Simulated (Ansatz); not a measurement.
**Se on graphene monolayer: hop by a lattice vector of the surface**

How high is the barrier for the hop by a lattice vector of the surface? Relax the two ends, then run a nudged elastic band between them. The slab cell is 3×3, 1 layer thick, and the adsorbate is set down on it by hand.

Program: Ansatz 0.2.0. Level of theory: DFT PBEsol, plane waves, PAW, scalar-relativistic, no spin polarisation. These are calculated values, not measurements.

### 1 The structure to begin with

The cell holds 19 atoms (C18Se): a = 7.398 Å, b = 7.398 Å, c = 11.000 Å, α = 90.00°, β = 90.00°, γ = 120.00°.

As a file:

```
C Se
1.0
     7.39800    0.00000    0.00000
    -3.69900    6.40686    0.00000
     0.00000    0.00000   11.00000
C Se
18 1
Direct
  0.00000 0.00000 0.09091
  0.22222 0.11111 0.09091
  0.00000 0.33333 0.09091
  0.22222 0.44444 0.09091
  0.00000 0.66667 0.09091
  0.22222 0.77778 0.09091
  0.33333 0.00000 0.09091
  0.55556 0.11111 0.09091
  0.33333 0.33333 0.09091
  0.55556 0.44444 0.09091
  0.33333 0.66667 0.09091
  0.55556 0.77778 0.09091
  0.66667 0.00000 0.09091
  0.88889 0.11111 0.09091
  0.66667 0.33333 0.09091
  0.88889 0.44444 0.09091
  0.66667 0.66667 0.09091
  0.88889 0.77778 0.09091
  0.07015 0.47715 0.25364
```

### 2 End point A

input.yaml

```yaml
crystal:
  lattice:
    - [7.398, 0.0, 0.0]
    - [-3.699, 6.406856, 0.0]
    - [0.0, 0.0, 11.0]
  atoms:
    - { symbol: C, position: [0.0, 0.0, 0.0909091] }
    - { symbol: C, position: [0.2222222, 0.1111111, 0.0909091] }
    - { symbol: C, position: [0.0, 0.3333333, 0.0909091] }
    - { symbol: C, position: [0.2222222, 0.4444444, 0.0909091] }
    - { symbol: C, position: [0.0, 0.6666667, 0.0909091] }
    - { symbol: C, position: [0.2222222, 0.7777778, 0.0909091] }
    - { symbol: C, position: [0.3333333, 0.0, 0.0909091] }
    - { symbol: C, position: [0.5555556, 0.1111111, 0.0909091] }
    - { symbol: C, position: [0.3333333, 0.3333333, 0.0909091] }
    - { symbol: C, position: [0.5555556, 0.4444444, 0.0909091] }
    - { symbol: C, position: [0.3333333, 0.6666667, 0.0909091] }
    - { symbol: C, position: [0.5555556, 0.7777778, 0.0909091] }
    - { symbol: C, position: [0.6666667, 0.0, 0.0909091] }
    - { symbol: C, position: [0.8888889, 0.1111111, 0.0909091] }
    - { symbol: C, position: [0.6666667, 0.3333333, 0.0909091] }
    - { symbol: C, position: [0.8888889, 0.4444444, 0.0909091] }
    - { symbol: C, position: [0.6666667, 0.6666667, 0.0909091] }
    - { symbol: C, position: [0.8888889, 0.7777778, 0.0909091] }
    - { symbol: Se, position: [0.0701491, 0.4771524, 0.2536364] }
basis:
  ecutwfc: 420.0
kpoints:
  mp_grid: { grid: [2, 2, 1] }
hamiltonian:
  xc: pbesol
scf:
  occupations: { method: gaussian, width: 0.05 }
  lower_state_search: "off"
relax:
  f_tol: 0.03
  max_steps: 60
  adjacent_minimum: "off"
```

On the command line:

```console
$ ansatz run input.yaml --threads 1 --pin off --max-ram 3072MiB --backend cpu --events-out ev --progress --plain --runs-dir out
```

What it wrote, cut to the lines that bear on the results:

```text
Warning: RAYON_NUM_THREADS=1 ignored (pool sized by the plan → 1); use --threads N
[...]
Pseudopotentials: kind: paw
Pseudopotential: C, paw, valence charge 4, recommended cutoff 420 eV (normal), C.paw.azcp
Pseudopotential: Se, paw, valence charge 16, recommended cutoff 420 eV (normal), Se.paw.azcp
Functional definition: PBEsol
[...]
Crystal: 19 atoms, lattice volume = 521.377 Å³
Basis set: ecut = 420 eV, 10225 PW (Γ), exchange–correlation on 100×100×150 points (8 copies of the dense FFT grid, shifted against one another)
Bands: 63, of which v1, the nominal top of the filled ones, is band 44 counted from 1 (43 counted from 0)
Symmetry: 1 space group operations
Space group: P1 (ITA 1), of the structure as read, at distance tolerance 8.0e-5 Å
k-points: 4
[...]
SCF iter   1: F=—  HF=-9859.472018 eV  |F-HF|=—  |Δ(HF+E_count)|=         —  Δρ=5.65e-3  dr2=2.32e-1  ethr=1.77e-3  ⟨swp⟩=13.0  Hψ=1644  notcnv=0  defer=25
[...]
relax step   1: F+E_penalty+E_count = -9859.45929102 eV  Δ(F+E_penalty+E_count) = +0.000e0 eV  max|allowed force component| = 5.885e0 eV/Å  Δτ_max = 0.0000 Å  (7 SCF iters, dr2 threshold 2.25e-5 eV, accepted)
[...]
relax step   5: F+E_penalty+E_count = -9861.74206613 eV  Δ(F+E_penalty+E_count) = -1.779e-1 eV  max|allowed force component| = 5.617e-1 eV/Å  Δτ_max = 0.2000 Å  (5 SCF iters, dr2 threshold 6.88e-5 eV, accepted)
[...]
relax step   6: F+E_penalty+E_count = -9861.86994308 eV  Δ(F+E_penalty+E_count) = -1.279e-1 eV  max|allowed force component| = 4.463e-1 eV/Å  Δτ_max = 0.2000 Å  (6 SCF iters, dr2 threshold 9.59e-5 eV, accepted)
SCF iter   1: F=—  HF=-9861.901277 eV  |F-HF|=—  |Δ(HF+E_count)|=         —  Δρ=3.33e-3  dr2=4.02e-2  ethr=6.36e-4  ⟨swp⟩=4.0  Hψ=609  notcnv=0  defer=51
[...]
```

### 3 The log goes on: end point A relaxed

Output, continued, cut to the lines that bear on the results:

```text
SCF iter   2: F=—  HF=-9861.890188 eV  |F-HF|=—  |Δ(HF+E_count)|=   1.11e-2  Δρ=1.52e-3  dr2=7.65e-3  ethr=4.57e-5  ⟨swp⟩=2.5  Hψ=447  notcnv=0  defer=51
[...]
relax step   7: F+E_penalty+E_count = -9861.88885671 eV  Δ(F+E_penalty+E_count) = -1.891e-2 eV  max|allowed force component| = 4.524e-1 eV/Å  Δτ_max = 0.1134 Å  (5 SCF iters, dr2 threshold 1.00e-4 eV, accepted)
[...]
relax step  11: F+E_penalty+E_count = -9861.92447664 eV  Δ(F+E_penalty+E_count) = -2.178e-3 eV  max|allowed force component| = 3.973e-2 eV/Å  Δτ_max = 0.0099 Å  (6 SCF iters, accepted)
[...]
relax step  12: F+E_penalty+E_count = -9861.92482595 eV  Δ(F+E_penalty+E_count) = -3.493e-4 eV  max|allowed force component| = 5.204e-3 eV/Å  Δτ_max = 0.0132 Å  (6 SCF iters, accepted)
SCF converged after 6 iterations
Free energy (F): -9861.924826 eV
[...]
E sigma→0 (E₀):  -9861.924825 eV
[...]
    - { symbol: C, position: [0.3410873064041619, 0.3386587680676708, 0.08569791993549984] }
    - { symbol: C, position: [0.5610176192673946, 0.4484128663482801, 0.08573131447632829] }
    - { symbol: C, position: [0.3402445627883116, 0.6698747977741654, 0.08384426429688428] }
    - { symbol: C, position: [0.562991825898782, 0.7815985792424537, 0.0816126703306735] }
    - { symbol: C, position: [0.6747295390847435, 0.0043527586391770194, 0.08388023125288194] }
    - { symbol: C, position: [0.8924337219738867, 0.11165165221898254, 0.09080304754805767] }
    - { symbol: C, position: [0.6691802446266324, 0.33491610959962587, 0.0908486468365709] }
    - { symbol: C, position: [0.8936656992317406, 0.45094168636915044, 0.11190427719389187] }
    - { symbol: C, position: [0.6732383685064187, 0.6713398209048766, 0.0854548280205327] }
    - { symbol: C, position: [0.896177005076764, 0.7835621202658134, 0.08571516664924235] }
    - { symbol: Se, position: [-0.04888727704584772, 0.3934970583083304, 0.2906077364843141] }
```

It took 57 s on 1 thread of Arm Neoverse V2, shared host; peak memory 0.63 GiB.

Relaxation path:

| step | energy from step 1 (eV/cell) | largest force component (eV/Å) |
| --- | --- | --- |
| 1 | 0.0000 | 5.8853 |
| 2 | -1.2155 | 3.0638 |
| 3 | -1.8106 | 1.2072 |
| 4 | -2.1049 | 0.6654 |
| 5 | -2.2828 | 0.5617 |
| 6 | -2.4107 | 0.4463 |
| 7 | -2.4296 | 0.4524 |
| 8 | -2.4599 | 0.2445 |
| 9 | -2.4630 | 0.1629 |
| 10x | -2.4623 | 0.2493 |
| 11 | -2.4652 | 0.0397 |
| 12 | -2.4655 | 0.0052 |

Step 1 is the start. 1 step was tried and not accepted (marked x).

The atom that moved most is Se19, by 0.88 Å.

### 4 The band

crystal.atoms is end A as relaxed above, and neb.final_atoms is the same geometry shifted by the lattice vector, with the slab's atoms relabelled. With 3 inner images the band has 5 in all.

input.yaml

```yaml
crystal:
  lattice:
    - [7.398, 0.0, 0.0]
    - [-3.699, 6.406856, 0.0]
    - [0.0, 0.0, 11.0]
  atoms:
    - { symbol: C, position: [0.00593338, 0.00349079, 0.08568791] }
    - { symbol: C, position: [0.22886187, 0.11572176, 0.08542234] }
    - { symbol: C, position: [0.00845918, 0.3361368, 0.11187015] }
    - { symbol: C, position: [0.2329428, 0.45216368, 0.09077876] }
    - { symbol: C, position: [0.00968086, 0.6754197, 0.09080616] }
    - { symbol: C, position: [0.22739312, 0.7827257, 0.08384912] }
    - { symbol: C, position: [0.33912, 0.00547649, 0.08159287] }
    - { symbol: C, position: [0.56187938, 0.11721118, 0.08389277] }
    - { symbol: C, position: [0.34108731, 0.33865877, 0.08569792] }
    - { symbol: C, position: [0.56101762, 0.44841287, 0.08573131] }
    - { symbol: C, position: [0.34024456, 0.6698748, 0.08384426] }
    - { symbol: C, position: [0.56299183, 0.78159858, 0.08161267] }
    - { symbol: C, position: [0.67472954, 0.00435276, 0.08388023] }
    - { symbol: C, position: [0.89243372, 0.11165165, 0.09080305] }
    - { symbol: C, position: [0.66918024, 0.33491611, 0.09084865] }
    - { symbol: C, position: [0.8936657, 0.45094169, 0.11190428] }
    - { symbol: C, position: [0.67323837, 0.67133982, 0.08545483] }
    - { symbol: C, position: [0.89617701, 0.78356212, 0.08571517] }
    - { symbol: Se, position: [-0.04888728, 0.39349706, 0.29060774] }
basis:
  ecutwfc: 420.0
kpoints:
  mp_grid: { grid: [2, 2, 1] }
hamiltonian:
  xc: pbesol
scf:
  occupations: { method: gaussian, width: 0.05 }
  lower_state_search: "off"
neb:
  images: 3
  f_tol: 0.05
  initial_path: linear
  max_iterations: 80
  final_atoms:
    - { symbol: C, position: [0.00968086, 0.00875303, 0.09080616] }
    - { symbol: C, position: [0.22739312, 0.11605903, 0.08384912] }
    - { symbol: C, position: [0.00593338, 0.33682412, 0.08568791] }
    - { symbol: C, position: [0.22886187, 0.44905509, 0.08542234] }
    - { symbol: C, position: [0.00845918, 0.66947013, 0.11187015] }
    - { symbol: C, position: [0.2329428, 0.78549701, 0.09077876] }
    - { symbol: C, position: [0.34024456, 0.00320813, 0.08384426] }
    - { symbol: C, position: [0.56299183, 0.11493191, 0.08161267] }
    - { symbol: C, position: [0.33912, 0.33880982, 0.08159287] }
    - { symbol: C, position: [0.56187938, 0.45054451, 0.08389277] }
    - { symbol: C, position: [0.34108731, 0.6719921, 0.08569792] }
    - { symbol: C, position: [0.56101762, 0.7817462, 0.08573131] }
    - { symbol: C, position: [0.67323837, 0.00467315, 0.08545483] }
    - { symbol: C, position: [0.89617701, 0.11689545, 0.08571517] }
    - { symbol: C, position: [0.67472954, 0.33768609, 0.08388023] }
    - { symbol: C, position: [0.89243372, 0.44498498, 0.09080305] }
    - { symbol: C, position: [0.66918024, 0.66824944, 0.09084865] }
    - { symbol: C, position: [0.8936657, 0.78427502, 0.11190428] }
    - { symbol: Se, position: [-0.04888728, 0.72683039, 0.29060774] }
  order_check: true
```

On the command line:

```console
$ ansatz run input.yaml --threads 1 --pin off --max-ram 3072MiB --backend cpu --events-out ev --progress --plain --runs-dir out
```

What it wrote, cut to the lines that bear on the results:

```text
Warning: neb: disabling space-group detection — the band's intermediate images generally break the endpoint symmetry, so no spatial operation reduces the k-mesh or symmetrises the density, except that a semilocal band can use its path's symmetry ahead of convergence; time reversal is [...]
Warning: RAYON_NUM_THREADS=1 ignored (pool sized by the plan → 1); use --threads N
[...]
[... 4 set-up lines as earlier in the session ...]
[...]
NEB image 0
Crystal: 19 atoms, lattice volume = 521.377 Å³
Basis set: ecut = 420 eV, 10225 PW (Γ), exchange–correlation on 100×100×150 points (8 copies of the dense FFT grid, shifted against one another)
Bands: 63, of which v1, the nominal top of the filled ones, is band 44 counted from 1 (43 counted from 0)
[... 1 set-up line as earlier in the session ...]
k-points: 4
[...]
NSCF: frozen V_eff on 4 k-points
NEB image 4
[...]
NSCF: frozen V_eff on 4 k-points
NEB end point (image 0): max|allowed force component| = 5.220e-3 eV/Å (the criterion of neb.relax_end_points is 1.000e-2)
NEB end point (image 4): max|allowed force component| = 5.225e-3 eV/Å (the criterion of neb.relax_end_points is 1.000e-2)
NEB image 1
[...]
SCF iter   5: F=—  HF=-9861.550759 eV  |F-HF|=—  |Δ(HF+E_count)|=   1.58e-3  Δρ=2.74e-4  dr2=5.90e-4  ethr=5.11e-6  ⟨swp⟩=2.0  Hψ=324  notcnv=0  defer=53
[...]
NEB image 2
[...]
NEB image 3
[...]
NEB iter   1: max|band force component| = 1.343e0 eV/Å  barrier→ = 0.3766 eV  barrier← = 0.3766 eV  Δτ_max = 0.1282 Å  (52 SCF iters)
[...]
NEB iter   4: max|band force component| = 7.509e-1 eV/Å  barrier→ = 0.2352 eV  barrier← = 0.2352 eV  Δτ_max = 0.0316 Å  (24 SCF iters)
[...]
NEB iter   5: max|band force component| = 1.336e-1 eV/Å  barrier→ = 0.2324 eV  barrier← = 0.2324 eV  CI = image 3  Δτ_max = 0.0160 Å  (19 SCF iters)
NEB image 1
[...]
NEB image 2
[...]
NEB image 3
[...]
NEB image 1
NSCF: frozen V_eff on 4 k-points
NEB image 2
NSCF: frozen V_eff on 4 k-points
NEB image 3
NSCF: frozen V_eff on 4 k-points
[...]
NEB image 3, as the band closes
[...]
NEB point 1 about image 3
[...]
NEB point 2 about image 3
[...]
NEB point 3 about image 3
```

### 5 More of the same log: band between the two ends

Output, continued, cut to the lines that bear on the results:

```text
[...]
NEB point 4 about image 3
[...]
NEB point 5 about image 3
[...]
NEB point 6 about image 3
[...]
NEB point 7 about image 3
[...]
NEB point 8 about image 3
[...]
NEB point 9 about image 3
[...]
NEB point 10 about image 3
[...]
NEB point 11 about image 3
[...]
NEB point 12 about image 3
[...]
NEB point 13 about image 3
[...]
NEB point 14 about image 3
[...]
NEB point 15 about image 3
[...]
NEB point 16 about image 3
[...]
NEB point 17 about image 3
[...]
NEB point 18 about image 3
[...]
NEB point 19 about image 3
[...]
NEB point 20 about image 3
[...]
NEB point between images 0 and 1
[...]
NEB point between images 1 and 2
[...]
NEB point between images 2 and 3
[...]
NEB point between images 3 and 4
[...]
NEB point between images 0 and 1
[...]
NEB point between images 0 and 1
[...]
NEB point between images 1 and 2
[...]
NEB point between images 1 and 2
[...]
    - { symbol: C, position: [0.3374398184904338, 0.3368404557398346, 0.08318566737966726] }
    - { symbol: C, position: [0.5598384887952078, 0.44841235395666434, 0.08442034068176617] }
    - { symbol: C, position: [0.33884622803846953, 0.6704219033937242, 0.08690278161096715] }
    - { symbol: C, position: [0.5598490869326345, 0.7816885765719946, 0.08621188917447435] }
    - { symbol: C, position: [0.6709745589230935, 0.003618917335918674, 0.08722213613679862] }
    - { symbol: C, position: [0.8930120549439756, 0.11512708087950908, 0.08682957705191753] }
    - { symbol: C, position: [0.6704297799464938, 0.3359115880916085, 0.08630969332702991] }
    - { symbol: C, position: [0.8909093141567914, 0.4445176738267629, 0.0953309648025474] }
    - { symbol: C, position: [0.6699530157160436, 0.6696653773908274, 0.08747862056500219] }
    - { symbol: C, position: [0.8916592770976777, 0.7832903540999445, 0.09454422910956509] }
    - { symbol: Se, position: [-0.008710136540399205, 0.6620797946381437, 0.2967473722787229] }
```

Wall time 5.8 min (1 thread of Arm Neoverse V2, shared host); peak memory 0.93 GiB.

### 6 Images and barrier

Images 0 and 4 are the ends. Energies count from image 0; the path length is the program's own measure over all atoms.

| image | path (Å) | energy (eV) | C18–Se19 (Å) | C3–Se19 (Å) | C5–Se19 (Å) | C16–Se19 (Å) | Se19 x y z (Å) | band force (eV/Å) |
| --- | --- | --- | --- | --- | --- | --- | --- | --- |
| 0 | 0.000 | 0.0000 | 3.84 | 2.10 | 2.91 | 2.10 | -1.82 2.52 3.20 | - |
| 1 | 0.692 | 0.2319 | 3.38 | 2.62 | 2.63 | 2.09 | -2.34 2.93 3.26 | 0.018 |
| 2 | 1.384 | 0.0001 | 2.91 | 2.91 | 2.10 | 2.10 | -2.43 3.58 3.20 | 0.041 |
| 3* | 2.076 | 0.2325 | 2.64 | 3.37 | 2.09 | 2.62 | -2.51 4.24 3.26 | 0.024 |
| 4 | 2.783 | 0.0000 | 2.10 | 3.84 | 2.10 | 2.91 | -3.05 4.66 3.20 | - |

The star marks the climbing image.

image, energy (eV) and a bar:
```
        0      0.000 
        1      0.232 ##############################
        2      0.000 
        3      0.233 ##############################
        4      0.000
```

How the highest energy settled:

| iteration | highest image above image 0 (eV) | largest band force (eV/Å) |
| --- | --- | --- |
| 1 | 0.3766 | 1.343 |
| 2 | 0.2676 | 0.860 |
| 3 | 0.2428 | 0.577 |
| 4 | 0.2352 | 0.751 |
| 5 | 0.2324 | 0.134 |
| 6 | 0.2325 | 0.041 |

The band as a trajectory file:

```xyz
19
Lattice="7.398 0.000 0.000 -3.699 6.407 0.000 0.000 0.000 11.000" Properties=species:S:1:pos:R:3 pbc="T T T" image=0 dE=0.0000
C     0.031    0.022    0.943
C     1.265    0.741    0.940
C    -1.181    2.154    1.231
C     0.051    2.897    0.999
C    -2.427    4.327    0.999
C    -1.213    5.015    0.922
C     2.489    0.035    0.898
C     3.723    0.751    0.923
C     1.271    2.170    0.943
C     2.492    2.873    0.943
C     0.039    4.292    0.922
C     1.274    5.008    0.898
C     4.976    0.028    0.923
C     6.189    0.715    0.999
C     3.712    2.146    0.999
C     4.943    2.889    1.231
C     2.497    4.301    0.940
C     3.732    5.020    0.943
Se   -1.817    2.521    3.197
19
Lattice="7.398 0.000 0.000 -3.699 6.407 0.000 0.000 0.000 11.000" Properties=species:S:1:pos:R:3 pbc="T T T" image=1 dE=0.2319
C     0.047    0.034    0.956
C     1.278    0.748    0.959
C    -1.171    2.161    1.048
C     0.050    2.889    0.964
C    -2.417    4.331    1.044
C    -1.189    5.026    0.947
C     2.506    0.036    0.931
C     3.738    0.749    0.935
C     1.279    2.170    0.949
C     2.502    2.883    0.955
C     0.046    4.305    0.928
C     1.279    5.020    0.915
C     4.980    0.039    0.931
C     6.209    0.745    0.965
C     3.722    2.154    1.009
C     4.971    2.881    1.178
C     2.511    4.307    0.943
C     3.740    5.029    0.970
Se   -2.344    2.929    3.264
19
Lattice="7.398 0.000 0.000 -3.699 6.407 0.000 0.000 0.000 11.000" Properties=species:S:1:pos:R:3 pbc="T T T" image=2 dE=0.0001
C     0.025    0.033    0.941
C     1.265    0.742    0.940
C    -1.174    2.159    0.997
C     0.028    2.867    0.922
C    -2.435    4.325    1.230
C    -1.175    5.020    1.000
C     2.504    0.033    0.945
C     3.724    0.739    0.944
C     1.265    2.155    0.898
C     2.502    2.867    0.923
C     0.027    4.312    0.923
C     1.265    5.024    0.898
C     4.964    0.030    0.940
C     6.204    0.739    0.941
C     3.704    2.159    1.000
C     4.965    2.854    1.229
C     2.502    4.312    0.922
C     3.704    5.020    0.998
Se   -2.434    3.584    3.197
19
Lattice="7.398 0.000 0.000 -3.699 6.407 0.000 0.000 0.000 11.000" Properties=species:S:1:pos:R:3 pbc="T T T" image=3 dE=0.2325
C     0.019    0.027    0.962
C     1.249    0.733    0.930
C    -1.211    2.150    0.971
C     0.018    2.871    0.943
C    -2.444    4.298    1.178
C    -1.193    5.024    1.011
C     2.490    0.023    0.936
C     3.722    0.735    0.933
C     1.250    2.158    0.915
C     2.483    2.873    0.929
C     0.027    4.295    0.956
C     1.250    5.008    0.948
C     4.950    0.023    0.959
C     6.181    0.738    0.955
C     3.717    2.152    0.949
C     4.947    2.848    1.049
C     2.479    4.290    0.962
C     3.699    5.018    1.040
Se   -2.513    4.242    3.264
19
Lattice="7.398 0.000 0.000 -3.699 6.407 0.000 0.000 0.000 11.000" Properties=species:S:1:pos:R:3 pbc="T T T" image=4 dE=0.0000
C     0.039    0.056    0.999
C     1.253    0.744    0.922
C    -1.202    2.158    0.943
C     0.032    2.877    0.940
C    -2.414    4.289    1.231
C    -1.182    5.033    0.999
C     2.505    0.021    0.922
C     3.740    0.736    0.898
C     1.256    2.171    0.898
C     2.490    2.887    0.923
C     0.038    4.305    0.943
C     1.259    5.009    0.943
C     4.963    0.030    0.940
C     6.198    0.749    0.943
C     3.743    2.164    0.923
C     4.956    2.851    0.999
C     2.479    4.281    0.999
C     3.710    5.025    1.231
Se   -3.050    4.657    3.197
```

### 7 Outcome

| quantity | value |
| --- | --- |
| end A | 10 moves, 2.466 eV lower |
| barrier forwards | 0.23 eV |
| barrier backwards | 0.23 eV |
| second end relative to first | 0.000 eV |
| highest image | 3 of 0 to 4, climbing |
| band iterations | 6 |
| lowest curvatures at the top | -1.20 and 0.89 eV/Å² |

What this shows: The barrier from the first end is 0.23 eV, 9 times kT at 300 K. The ends differ by 1 meV at most. Image 2 sits in a dip between two rises: the path passes through another minimum, and each half would need a band of its own. The test of curvatures at the top gave "unresolved", so the point may be no simple saddle. A cell of 19 atoms lets the moving atom feel its images, and convergence in size and mesh was not shown.
